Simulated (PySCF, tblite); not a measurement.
# C₅H₁₄SSi₂: geometry, infrared bands and NMR shifts

What infrared bands and NMR shifts should C₅H₁₄SSi₂ (`C=C(C)[SiH2]S[SiH](C)C`) show?

Programs: tblite 0.8.0 and PySCF 2.14.0, with density-fitted response routines of our own. Each step states its level of theory. These are calculated values for one molecule in the gas phase, unless marked as measured. Atoms count from 0, in the outputs and in this text.

**1. The molecule as given**

22 atoms, charge 0, multiplicity 1; geometry from: force field or distance geometry start.

Bonds of the start (Å): C0–C1 1.33, C1–C2 1.52, C1–Si3 1.84, Si3–S4 2.12, S4–Si5 2.15, Si5–C6 1.87, Si5–C7 1.85, C0–H8 1.09, C0–H9 1.09, C2–H10 1.09, C2–H11 1.10, C2–H12 1.11, Si3–H13 1.47, Si3–H14 1.49, Si5–H15 1.46, C6–H16 1.13, C6–H17 1.10, C6–H18 1.10, C7–H19 1.12, C7–H20 1.12, C7–H21 1.10.

**2. Optimising the geometry with GFN2-xTB**

What the job is given:

```
{"job": {"kind": "relax", "xc": "GFN2-xTB", "basis": "xTB"}, "charge": 0, "multiplicity": 1}
C      3.118600     1.352700    -0.696500
C      2.631600     0.302600    -0.047400
C      3.508100    -0.880200     0.323900
Si     0.864700     0.244800     0.459800
S     -0.336900     0.182600    -1.285400
Si    -2.430200    -0.019900    -0.856800
C     -3.015400     1.324500     0.311400
C     -2.658400    -1.718400    -0.166000
H      2.495500     2.209800    -0.958700
H      4.168900     1.353200    -0.976000
H      4.065700    -1.249600    -0.538600
H      4.248000    -0.582400     1.086500
H      2.827500    -1.652100     0.739200
H      0.649100    -0.896100     1.353500
H      0.502800     1.509100     1.160900
H     -3.203100     0.092600    -2.087300
H     -2.504600     1.213600     1.316500
H     -2.759600     2.299700    -0.121400
H     -4.108300     1.249800     0.400100
H     -2.627300    -2.434600    -1.022500
H     -1.815300    -2.024400     0.506700
H     -3.631700    -1.857800     0.326500
```

On the command line:

```console
OMP_NUM_THREADS=1 python probes_run.py task.json out
```

This one command runs all jobs of the session in turn.

**Question.** This job is followed by: GFN2-xTB harmonic vibrations, gas phase; GIAO PBE0/pcSseg-1 NMR shielding, non-relativistic, gas phase. What will the session give for the following? strongest single infrared mode (GFN2-xTB); zero-point energy (GFN2-xTB); ¹³C shifts against TMS (PBE0/pcSseg-1, means over atoms taken as alike); ¹H shifts against TMS (PBE0/pcSseg-1, means over atoms taken as alike); ²⁹Si shifts against TMS (PBE0/pcSseg-1); ³³S shifts against CS2 (PBE0/pcSseg-1); surface potential, 1st and 99th percentile.

The runs gave:

| quantity | value |
| --- | --- |
| strongest single infrared mode (GFN2-xTB) | 727 cm⁻¹, 465 km/mol |
| zero-point energy (GFN2-xTB) | 106.7 kcal/mol |
| ¹³C shifts against TMS (PBE0/pcSseg-1, means over atoms taken as alike) | 145.4, 138.4, 26.4, 1.3 ppm |
| ¹H shifts against TMS (PBE0/pcSseg-1, means over atoms taken as alike) | 6.31, 6.08, 5.10, 4.98, 2.06, 0.38 ppm |
| ²⁹Si shifts against TMS (PBE0/pcSseg-1) | -1.4, -40.1 ppm |
| ³³S shifts against CS2 (PBE0/pcSseg-1) | -289 ppm |
| surface potential, 1st and 99th percentile | -1.06 V and 0.95 V |

**Reading.** Over 204 steps the energy fell by 0.455 eV; of the close pairs, Si5–C7 changed most, 1.848 to 1.899 Å. No mode is imaginary among the 60: a minimum at this level. The strongest single mode, at 727 cm⁻¹, is carried by H13, H14, Si3. Unscaled tight-binding wavenumbers are off by several per cent, some by more. Its intensities can rank the bands wrongly. C1 (fully substituted alkene carbon) lies farthest downfield among carbon, at 145.4 ppm; as expected for a trigonal carbon in a double bond. At PBE0/pcSseg-1: Shielding is most anisotropic at C1 (span 243 ppm, paramagnetic term -224 ppm).
